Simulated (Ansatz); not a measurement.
# ClH3SiTe (SMILES Cl[SiH2][TeH]): one structure at several levels

The task here is to estimate one member of a computed series from the others.

Method: single points in def2-TZVPP; program: Ansatz 0.2.0, Gaussian basis.

Cores are frozen in the correlated methods. Filled d shells of the heavier atoms are correlated. Core potentials replace the inner electrons past krypton, and spin-orbit coupling is left out.

### Where the work starts

SMILES `Cl[SiH2][TeH]`, 6 atoms, charge 0, spin multiplicity 1.

Atoms are counted from 1 here; the program's logs count them from 0.

Bond lengths: Cl1–Si2 2.051 Å, Si2–Te3 2.467 Å, Si2–H4 1.437 Å, Si2–H5 1.432 Å, Te3–H6 1.648 Å. Angles: Cl1–Si2–Te3 112.2°, Cl1–Si2–H4 106.9°, Cl1–Si2–H5 105.5°, Te3–Si2–H4 107.6°, Te3–Si2–H5 113.5°, H4–Si2–H5 110.9°, Si2–Te3–H6 91.7°.

Coordinates:

```
Cl   -2.0360   -0.5591    0.1960
Si   -0.1724   -0.1810   -0.5712
Te    1.5633   -0.1201    1.1803
H     0.1429   -1.2667   -1.4579
H    -0.2988    1.0489   -1.2928
H     0.7713    1.0750    1.9932
```

The first run:

Input file run/in.yaml:

```yaml
crystal:
  periodic: [false, false, false]
  atoms:
    - {symbol: Cl, position_ang: [-2.036000, -0.559100, 0.196000]}
    - {symbol: Si, position_ang: [-0.172400, -0.181000, -0.571200]}
    - {symbol: Te, position_ang: [1.563300, -0.120100, 1.180300]}
    - {symbol: H, position_ang: [0.142900, -1.266700, -1.457900]}
    - {symbol: H, position_ang: [-0.298800, 1.048900, -1.292800]}
    - {symbol: H, position_ang: [0.771300, 1.075000, 1.993200]}
basis:
  gaussian: {orbitals: def2-TZVPP}
correlation: {method: ccsd_t}
output: {forces: true}
```

On the command line:

```
ansatz run in.yaml --threads 4 --pin off --events-out ev --progress --plain --max-ram 5222MiB
```

Steps of the session up to this table: CCSD(T)/def2-TZVPP; PBE0-D4/def2-TZVPP; wB97M-V/def2-TZVPP; r2SCAN-D4/def2-TZVPP; PBE-D4/def2-TZVPP; BHLYP-D4/def2-TZVPP; r2SCANh-D4/def2-TZVPP.

One of the session's tables, all rows but one given; the rest of the session is left out.

```
    method  RMS force component (eV/Å)  angle to CCSD(T) forces (°)  dipole (D)
   CCSD(T)                       0.336                    reference        1.04
   PBE0-D4                       0.387                          9.1        1.07
   wB97M-V                       0.304                          6.5        1.05
 r2SCAN-D4                       0.379                          8.8        1.03
    PBE-D4                       0.466                         17.6        1.02
  BHLYP-D4                           ?                            ?           ?
r2SCANh-D4                       0.361                          7.6        1.05
```

Q: Estimate the row for BHLYP-D4 from the others.

**Answer.** RMS force component (eV/Å): 0.266; angle to CCSD(T) forces (°): 10.2; dipole (D): 1.14. In the column «RMS force component (eV/Å)» it is the lowest.
